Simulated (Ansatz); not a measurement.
# Trimethylantimony (C3H9Sb): basis-set convergence

How large a basis does trimethylantimony (C3H9Sb) need? Two functionals are run in growing sets.

The runs use Ansatz 0.2.0, Gaussian basis; one geometry, several basis sets.

The runs, in order: PBE0-D4/def2-SVP; ωB97M-V/def2-SVP; PBE0-D4/def2-QZVPP; ωB97M-V/def2-QZVPP; the functionals' def2-TZVPP values are taken from earlier runs.

**1. The relaxed structure**

The geometry comes from an earlier relaxation with PBE0-D4 in a triple-zeta def2 set; it is a stationary point, not always the lowest conformer. Sb takes the def2 core potential; no spin-orbit term is included.

SMILES `[CH3][Sb]([CH3])[CH3]`, 13 atoms, charge 0, spin multiplicity 1.

Atoms are counted from 1 here; the program's logs count them from 0.

Bond lengths: C1–Sb2 2.157 Å, C1–H5 1.091 Å, C1–H6 1.091 Å, C1–H7 1.091 Å, Sb2–C3 2.157 Å, Sb2–C4 2.157 Å, C3–H8 1.091 Å, C3–H9 1.091 Å, C3–H10 1.091 Å, C4–H11 1.091 Å, C4–H12 1.091 Å, C4–H13 1.091 Å. Angles: Sb2–C1–H5 109.7°, Sb2–C1–H6 110.0°, Sb2–C1–H7 109.7°, H5–C1–H6 109.4°, H5–C1–H7 108.6°, H6–C1–H7 109.4°, C1–Sb2–C3 94.6°, C1–Sb2–C4 94.6°, C3–Sb2–C4 94.6°, Sb2–C3–H8 110.0°, Sb2–C3–H9 109.7°, Sb2–C3–H10 109.7°, H8–C3–H9 109.4°, H8–C3–H10 109.4°, H9–C3–H10 108.6°, Sb2–C4–H11 109.7°, Sb2–C4–H12 109.7°, Sb2–C4–H13 110.0° and more.

**2. PBE0-D4 in def2-SVP**

Contents of in.yaml:

```yaml
crystal:
  periodic: [false, false, false]
  atoms:
    - {symbol: C, position_ang: [-0.618315, 1.607866, -0.610353]}
    - {symbol: Sb, position_ang: [0.663605, -0.087150, -0.979955]}
    - {symbol: C, position_ang: [1.540202, -0.073392, 0.990925]}
    - {symbol: C, position_ang: [-0.841675, -1.552101, -0.488992]}
    - {symbol: H, position_ang: [-0.022609, 2.521221, -0.584815]}
    - {symbol: H, position_ang: [-1.133639, 1.485004, 0.343306]}
    - {symbol: H, position_ang: [-1.354152, 1.694234, -1.410866]}
    - {symbol: H, position_ang: [0.757846, 0.009901, 1.746637]}
    - {symbol: H, position_ang: [2.101124, -0.995110, 1.150751]}
    - {symbol: H, position_ang: [2.224258, 0.771136, 1.083559]}
    - {symbol: H, position_ang: [-0.379942, -2.535345, -0.390123]}
    - {symbol: H, position_ang: [-1.586405, -1.595467, -1.284752]}
    - {symbol: H, position_ang: [-1.329799, -1.285397, 0.449477]}
basis:
  gaussian: {orbitals: def2-SVP}
hamiltonian: {xc: pbe0, dispersion: d4}
output: {orbitals: {seedname: orbitals}}
```

The run is started by

```bash
ansatz run in.yaml --threads 4 --pin off --events-out ev --progress --plain --max-ram 10444MiB
```

The runs that follow: ωB97M-V in def2-SVP; PBE0-D4 in def2-QZVPP; ωB97M-V in def2-QZVPP.

Before running them: what should the planned runs give, taken together? Wanted: PBE0-D4: double and triple zeta above quadruple; ωB97M-V: double and triple zeta above quadruple.

**Answer**, as computed:

| quantity | value |
| --- | --- |
| PBE0-D4: double and triple zeta above quadruple | 4.28, 0.26 eV |
| ωB97M-V: double and triple zeta above quadruple | 4.59, 0.27 eV |

In words: PBE0-D4 gains 4.02 eV from double to triple zeta, then 0.26 eV more. Total energies overstate the basis error of differences, where much of it tends to cancel. The LUMO of ωB97M-V is positive and keeps falling with the basis (2.46 to 1.44 eV): an unbound level that the basis holds in place.
